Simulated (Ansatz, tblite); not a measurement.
# MoO2Cl2 (MoCl₂O₂): a ladder of methods and basis sets

One table from this session's results is given with a row withheld; the runs are named, their logs left out.

Program: Ansatz 0.2.0, Gaussian basis. Level of theory: as each input shows. These are calculated values, not measurements.

The runs, in order: GFN1-xTB, GFN2-xTB, PBE-D4/def2-TZVP, r2SCAN-D4/def2-TZVP, BHLYP-D4/def2-TZVP, CAM-B3LYP-D4/def2-TZVP, LC-ωPBE/def2-TZVP, PBE-QIDH/def2-TZVP, r2SCAN0-D4/def2-TZVP, B3LYP-D4/def2-TZVP, B2PLYP/def2-TZVP, PBE-D4/def2-SVP, PBE0-D4/def2-SVP, PBE0-D4/def2-TZVPD, PBE-D4/def2-TZVPD, r2SCAN-D4/def2-TZVPD, CCSD(T)/def2-TZVPP, MP2/def2-TZVP, RPA/def2-TZVP.

4 further runs of the same task are left out: 4 set aside as unsound or not needed. Runs told in other sessions of the task aren't counted.

## The structure

The geometry is that of the singlet, from an earlier relaxation (PBE-D4/def2-SVP).

5 atoms, charge 0, spin multiplicity 1.

Bond lengths: Mo1–O2 1.687 Å, Mo1–O3 1.687 Å, Mo1–Cl4 2.269 Å, Mo1–Cl5 2.269 Å. Angles: O2–Mo1–O3 106.5°, O2–Mo1–Cl4 109.5°, O2–Mo1–Cl5 109.5°, O3–Mo1–Cl4 109.5°, O3–Mo1–Cl5 109.5°, Cl4–Mo1–Cl5 112.2°.

Formally the metal is d0. Mo takes a core potential in the def2 sets. No spin-orbit coupling is included.

PBE0-D4/def2-TZVP was run before; its log isn't repeated, and its numbers join the tables.

Set-up of the first run:

Tight binding, by tblite at 300 K electronic temperature and without a spin-polarisation term:

```python
tblite.interface.Calculator('GFN1-xTB', numbers, positions, charge=0, uhf=0).singlepoint()
```

Tight binding, by tblite at 300 K electronic temperature and without a spin-polarisation term:

```python
tblite.interface.Calculator('GFN2-xTB', numbers, positions, charge=0, uhf=0).singlepoint()
```

start.molden holds the orbitals of an earlier run on this state, given as this run's starting guess.

in.yaml reads:

```yaml
crystal:
  periodic: [false, false, false]
  atoms:
    - {symbol: Mo, position_ang: [0.083905, -0.000323, 0.058710]}
    - {symbol: O, position_ang: [0.135443, -0.015054, 1.744555]}
    - {symbol: O, position_ang: [1.685425, 0.008006, -0.470449]}
    - {symbol: Cl, position_ang: [-0.956621, 1.887127, -0.649959]}
    - {symbol: Cl, position_ang: [-0.948152, -1.879757, -0.682866]}
basis:
  gaussian: {orbitals: def2-TZVP, initial_orbitals: start.molden}
hamiltonian: {xc: pbe, dispersion: d4}
scf: {omitted_lower_state_checks: [starts]}
output: {orbitals: {seedname: orbitals}}
```

Started as:

```bash
ansatz run in.yaml --threads 4 --pin off --events-out ev --progress --plain --max-ram 3916MiB
```

Among the steps run: PBE-D4/def2-TZVP; r2SCAN-D4/def2-TZVP; BHLYP-D4/def2-TZVP; CAM-B3LYP-D4/def2-TZVP; LC-ωPBE/def2-TZVP; PBE-QIDH/def2-TZVP; r2SCAN0-D4/def2-TZVP; B3LYP-D4/def2-TZVP; B2PLYP/def2-TZVP; PBE-D4/def2-SVP; PBE0-D4/def2-SVP; PBE0-D4/def2-TZVPD; PBE-D4/def2-TZVPD; r2SCAN-D4/def2-TZVPD; CCSD(T)/def2-TZVPP; MP2/def2-TZVP; RPA/def2-TZVP.

One of the session's tables, all rows but one given; the rest of the session is left out.

It belongs to the step «Levels side by side». 

```
                 level  HOMO (eV)  LUMO (eV)  gap (eV)
       PBE-D4/def2-SVP      -8.27      -4.52      3.75
      PBE-D4/def2-TZVP      -8.33      -4.61      3.72
     PBE-D4/def2-TZVPD      -8.35      -4.64      3.72
   r2SCAN-D4/def2-TZVP      -8.73      -4.65      4.08
  r2SCAN-D4/def2-TZVPD      -8.73      -4.65      4.08
    B3LYP-D4/def2-TZVP      -9.67      -4.21      5.46
      PBE0-D4/def2-SVP      -9.98      -4.01      5.97
     PBE0-D4/def2-TZVP      -9.96      -4.01      5.94
    PBE0-D4/def2-TZVPD          ?          ?         ?
  r2SCAN0-D4/def2-TZVP     -10.24      -4.04      6.20
    BHLYP-D4/def2-TZVP     -11.29      -3.25      8.04
CAM-B3LYP-D4/def2-TZVP     -11.36      -3.02      8.34
     LC-ωPBE/def2-TZVP     -12.74      -1.95     10.80
```

Estimate the missing values for PBE0-D4/def2-TZVPD.

As computed: HOMO (eV): -9.96; LUMO (eV): -4.02; gap (eV): 5.94.
